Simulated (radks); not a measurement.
**Zn²⁴⁺ in [He] 2s2 2p2: an all-electron calculation**

What are the levels of the zinc ion Zn24+, how large are its shells, and how does its energy divide?

Program: radks (a radial shooting solver on a logarithmic mesh, Libxc functionals) version 1. Level of theory: scalar-relativistic Kohn-Sham, SCAN, spin-polarised, spherical densities, finite nucleus; open shells are filled with parallel spins first. These are calculated values, not measurements, unless marked.

### Step 1. The atom as given

```
element            : zinc (Z = 30)
charge             : +24
electrons          : 6
configuration      : [He] 2s2 2p2
nuclear rms radius : 3.9283 fm
```

Outer shells as boxes (Hund's rule):

Zn²⁴⁺
```
[He] core
2s [↑↓]
2p [↑ ][↑ ][  ]
```

### Step 2. The calculation

Settings of this run:

```text
Z 30
configuration [He] 2s2 2p2
relativity scalar-relativistic
functional scan,scan
spin polarised
nucleus finite rms 3.9283 fm
c 137.035999084
```

The run is started by

```bash
$ python run_ks.py task.json out
```

The same process makes all the runs of this session.

Q: Predict the outcome of this run.

**Answer**, as computed:

```
                        quantity                      value
                    total energy        -1269.86959 hartree
exchange-correlation share of it                     2.54 %
                            −T/E                     1.0210
          highest occupied level          2p up, -2299.6 eV
    most extended occupied level  2s down, <r> = 0.213 bohr
 radius at density 0.001 e/bohr³                 0.691 bohr
    maxima of the radial density                          2
         ionisation energy, NIST        2358 (semi-emp.) eV
```

**Reading.** 2 principal shells are occupied and 2 maxima appear in the radial density. −T/E is 1.021: with relativity the kinetic term as defined here no longer equals −E. The top level binds by 2299.6 eV, 98 % of the NIST ionisation energy of 2358 eV. Open shells are spherical and high-spin; term and fine-structure splittings are not resolved.
